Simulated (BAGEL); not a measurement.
# A workflow on GeSiH5Cl (SMILES Cl[SiH2][GeH3])

Aim: a single-point energy (HF/cc-pVDZ), then a single-point energy (NEVPT2(2,2)/cc-pVDZ) of GeSiH5Cl. 

Program for the calculation: BAGEL 1.2.2.

3 further runs of the same task are left out: 1 that didn't finish, 2 set aside as unsound or not needed.

**1. The structure to begin with**

The species is GeSiH5Cl (8 atoms), meant as a singlet with charge 0. As SMILES, `Cl[SiH2][GeH3]`. The Cl1–Si2 distance was set to 3.300 Å, away from the relaxed value. At this shape a bond of the SMILES string is far longer than usual.

Bond lengths: Si2–Ge3 2.377 Å, Si2–H4 1.484 Å, Si2–H5 1.484 Å, Ge3–H6 1.536 Å, Ge3–H7 1.538 Å, Ge3–H8 1.536 Å. Angles: Si2–Ge3–H6 110.0°, Si2–Ge3–H7 109.9°, Si2–Ge3–H8 110.0°, Ge3–Si2–H4 111.5°, Ge3–Si2–H5 111.5°, H6–Ge3–H7 108.9°, H6–Ge3–H8 109.1°, H7–Ge3–H8 108.9°, H4–Si2–H5 109.1°. A long bond or contact: Cl1–Si2 3.300 Å.

**2. The energy at HF/cc-pVDZ (density fitting with svp-jkfit) (run 1)**

job.json reads:

```json
{ "bagel" : [

{
  "title" : "molecule",
  "basis" : "cc-pvdz.json",
  "df_basis" : "svp-jkfit",
  "angstrom" : true,
  "geometry" : [
    { "atom" : "Cl", "xyz" : [   -3.416005,    1.585955,    0.047175 ] },
    { "atom" : "Si", "xyz" : [   -0.414100,    0.602600,   -0.906900 ] },
    { "atom" : "Ge", "xyz" : [    0.581500,   -0.662200,    0.842700 ] },
    { "atom" : "H", "xyz" : [   -0.573600,   -0.206400,   -2.140800 ] },
    { "atom" : "H", "xyz" : [    0.380700,    1.815700,   -1.222200 ] },
    { "atom" : "H", "xyz" : [    0.711200,    0.201700,    2.106100 ] },
    { "atom" : "H", "xyz" : [    1.981500,   -1.135500,    0.415600 ] },
    { "atom" : "H", "xyz" : [   -0.284600,   -1.890300,    1.160200 ] }
  ]
},
{
  "title" : "hf"
},
{
  "title" : "print",
  "file" : "orbitals.molden",
  "orbitals" : true
}

]}
```

The basis set cc-pVDZ is read from a file made from the Basis Set Exchange's data (not shown).

On the command line:

```bash
$ BAGEL_NUM_THREADS=1 BAGEL job.json > job.out
```

Output:

```text
* using 1 threads per process

  ===============================================================
  ===============================================================

  *** Geometry ***

  { "atom" : "Cl", "xyz" : [     -6.455314,      2.997021,      0.089148 ] },
  { "atom" : "Si", "xyz" : [     -0.782536,      1.138749,     -1.713793 ] },
  { "atom" : "Ge", "xyz" : [      1.098876,     -1.251377,      1.592472 ] },
  { "atom" : "H", "xyz" : [     -1.083947,     -0.390039,     -4.045526 ] },
  { "atom" : "H", "xyz" : [      0.719419,      3.431176,     -2.309623 ] },
  { "atom" : "H", "xyz" : [      1.343973,      0.381158,      3.979952 ] },
  { "atom" : "H", "xyz" : [      3.744492,     -2.145784,      0.785370 ] },
  { "atom" : "H", "xyz" : [     -0.537816,     -3.572149,      2.192460 ] },

  Number of auxiliary basis functions:      612

  Since a DF basis is specified, we compute 2- and 3-index integrals:
    o Being stored without compression. Storage requirement is 0.038 GB

  Number of basis functions:       88
  Number of electrons      :       68

    * METHOD: MOLECULE                             0.41

  *** RHF ***

  === Nuclear Repulsion ===
   271.4782122017

      * DIIS with orbital gradients will be used.

  === RHF iteration (cc-pvdz.json) ===
      0      -2826.47355471          0.00820390           0.13
      1      -2826.57450405          0.00398190           0.13
      2      -2826.59857410          0.00128984           0.13
      3      -2826.60100687          0.00023360           0.13
      4      -2826.60107941          0.00006925           0.13
      5      -2826.60109135          0.00002196           0.13
      6      -2826.60109278          0.00000797           0.13
      7      -2826.60109295          0.00000216           0.13
      8      -2826.60109296          0.00000048           0.13
      9      -2826.60109296          0.00000019           0.13
     10      -2826.60109296          0.00000006           0.13
     11      -2826.60109296          0.00000002           0.13
     12      -2826.60109296          0.00000001           0.13
    * SCF iteration converged.

    * Permanent dipole moment:
           (   -3.083890,     1.190439,     0.583790) a.u.

    * METHOD: HF                                   1.93

    * METHOD: PRINT                                0.02

  ===============================================================
```

It took 2.5 s on 1 thread of Arm Neoverse V1, shared host; peak memory 0.17 GiB.

**3. A single-point energy at NEVPT2(2,2)/cc-pVDZ (density fitting with svp-jkfit) (run 2)**

input.json reads:

```json
{ "bagel" : [

{
  "title" : "molecule",
  "basis" : "cc-pvdz.json",
  "df_basis" : "svp-jkfit",
  "angstrom" : "true",
  "geometry" : [
    { "atom" : "Cl", "xyz" : [   -3.416005,    1.585955,    0.047175 ] },
    { "atom" : "Si", "xyz" : [   -0.414100,    0.602600,   -0.906900 ] },
    { "atom" : "Ge", "xyz" : [    0.581500,   -0.662200,    0.842700 ] },
    { "atom" : "H", "xyz" : [   -0.573600,   -0.206400,   -2.140800 ] },
    { "atom" : "H", "xyz" : [    0.380700,    1.815700,   -1.222200 ] },
    { "atom" : "H", "xyz" : [    0.711200,    0.201700,    2.106100 ] },
    { "atom" : "H", "xyz" : [    1.981500,   -1.135500,    0.415600 ] },
    { "atom" : "H", "xyz" : [   -0.284600,   -1.890300,    1.160200 ] }
  ]
},
{
  "title" : "hf"
},
{
  "title" : "nevpt2",
  "nstate" : 1,
  "nact" : 2,
  "nclosed" : 33,
  "active" : [34, 35],
  "maxiter" : 200,
  "natocc" : "true",
  "ncore" : 19
},
{
  "title" : "print",
  "file" : "orbitals.molden",
  "orbitals" : "true"
}

]}
```

The basis set cc-pVDZ is read from a file made from the Basis Set Exchange's data (not shown).

On the command line:

```bash
$ BAGEL_NUM_THREADS=1 BAGEL input.json > input.out
```

Output:

```text
* using 1 threads per process

  ===============================================================
  ===============================================================

  *** Geometry ***

  { "atom" : "Cl", "xyz" : [     -6.455314,      2.997021,      0.089148 ] },
  { "atom" : "Si", "xyz" : [     -0.782536,      1.138749,     -1.713793 ] },
  { "atom" : "Ge", "xyz" : [      1.098876,     -1.251377,      1.592472 ] },
  { "atom" : "H", "xyz" : [     -1.083947,     -0.390039,     -4.045526 ] },
  { "atom" : "H", "xyz" : [      0.719419,      3.431176,     -2.309623 ] },
  { "atom" : "H", "xyz" : [      1.343973,      0.381158,      3.979952 ] },
  { "atom" : "H", "xyz" : [      3.744492,     -2.145784,      0.785370 ] },
  { "atom" : "H", "xyz" : [     -0.537816,     -3.572149,      2.192460 ] },

  Number of auxiliary basis functions:      612

  Since a DF basis is specified, we compute 2- and 3-index integrals:
    o Being stored without compression. Storage requirement is 0.038 GB

  Number of basis functions:       88
  Number of electrons      :       68

    * METHOD: MOLECULE                             0.41

  *** RHF ***

  === Nuclear Repulsion ===
   271.4782122017

      * DIIS with orbital gradients will be used.

  === RHF iteration (cc-pvdz.json) ===
      0      -2826.47355471          0.00820390           0.13
      1      -2826.57450405          0.00398190           0.13
      2      -2826.59857410          0.00128984           0.13
      3      -2826.60100687          0.00023360           0.13
      4      -2826.60107941          0.00006925           0.13
      5      -2826.60109135          0.00002196           0.13
      6      -2826.60109278          0.00000797           0.13
      7      -2826.60109295          0.00000216           0.13
      8      -2826.60109296          0.00000048           0.13
      9      -2826.60109296          0.00000019           0.13
     10      -2826.60109296          0.00000006           0.13
     11      -2826.60109296          0.00000002           0.13
     12      -2826.60109296          0.00000001           0.13
    * SCF iteration converged.

    * Permanent dipole moment:
           (   -3.083890,     1.190439,     0.583790) a.u.

    * METHOD: HF                                   1.93

    * freezing 19 orbitals
  ---------------------------
      CASSCF calculation
  ---------------------------

    ==== Active orbitals : =====
         Orbital 34
         Orbital 35
    ============================

    * nstate   :      1
    * nclosed  :     33
    * nact     :      2
    * nvirt    :     53
  === CASSCF iteration (cc-pvdz.json) ===

    * Using the second-order algorithm

      0  0     -2826.61491636     3.37e-03      0.03

      1  0     -2826.62794349     1.04e-03      0.61

      2  0     -2826.63046226     9.49e-04      0.65

      3  0     -2826.63097358     5.21e-04      0.67

      4  0     -2826.63109308     2.50e-04      0.66

      5  0     -2826.63111957     1.16e-04      0.67

      6  0     -2826.63112522     5.30e-05      0.65

      7  0     -2826.63112640     2.42e-05      0.67

      8  0     -2826.63112664     1.10e-05      0.65

      9  0     -2826.63112670     4.99e-06      0.67

     10  0     -2826.63112671     2.27e-06      0.65

     11  0     -2826.63112671     1.03e-06      0.67

     12  0     -2826.63112671     4.68e-07      0.65

     13  0     -2826.63112671     2.12e-07      0.60

     14  0     -2826.63112671     9.63e-08      0.55

     15  0     -2826.63112671     4.37e-08      0.54

     16  0     -2826.63112671     1.99e-08      0.49

     17  0     -2826.63112671     9.02e-09      0.51

    * Second-order optimization converged. *

     guess   0:   closed 1.                   open ..

  === FCI iteration ===

      0  0     -2826.58946405     6.68e-02      0.00
      1  0     -2826.62297438     2.11e-02      0.00
      2  0 *   -2826.63112671     6.17e-16      0.00

     * ci vector, state   0, <S^2> = 0.0000
       2.     0.9499637777
       .2    -0.3123600825

  === DF-NEVPT2 calculation ===

    * 3-index integral transformation done
    * assembly done

      NEVPT2 correlation energy:   -0.3342420195      0.18

          (+0)     -0.2548632560
          (+0)'    -0.0197462297
          (+1)     -0.0150742903
          (+1)'    -0.0000000000
          (+2)     -0.0006584618
          (-1)     -0.0411732102
          (-1)'     0.0000000000
          (-2)     -0.0027265714

      NEVPT2 total energy:       -2826.9653687284

    * METHOD: NEVPT2                              11.26

    * METHOD: PRINT                                0.02

  ===============================================================
```

It took 14 s on 1 thread of Arm Neoverse V1, shared host; peak memory 0.17 GiB.

**4. Summary of results**

| quantity | value |
| --- | --- |
| run 1, HF/cc-pVDZ: total energy | -2826.60109 Eh |
| run 1, HF/cc-pVDZ: dipole moment | 8.53 D |
| run 1, HF/cc-pVDZ: HOMO energy | -9.79 eV |
| run 1, HF/cc-pVDZ: LUMO energy | -1.30 eV |
| run 1, HF/cc-pVDZ: HOMO–LUMO gap | 8.49 eV |
| run 2, NEVPT2(2,2)/cc-pVDZ: total energy | -2826.96537 Eh |

In words: One bond (run 1, HF/cc-pVDZ) is far stretched, which a spin-restricted single reference describes badly; a broken-symmetry solution may lie lower.
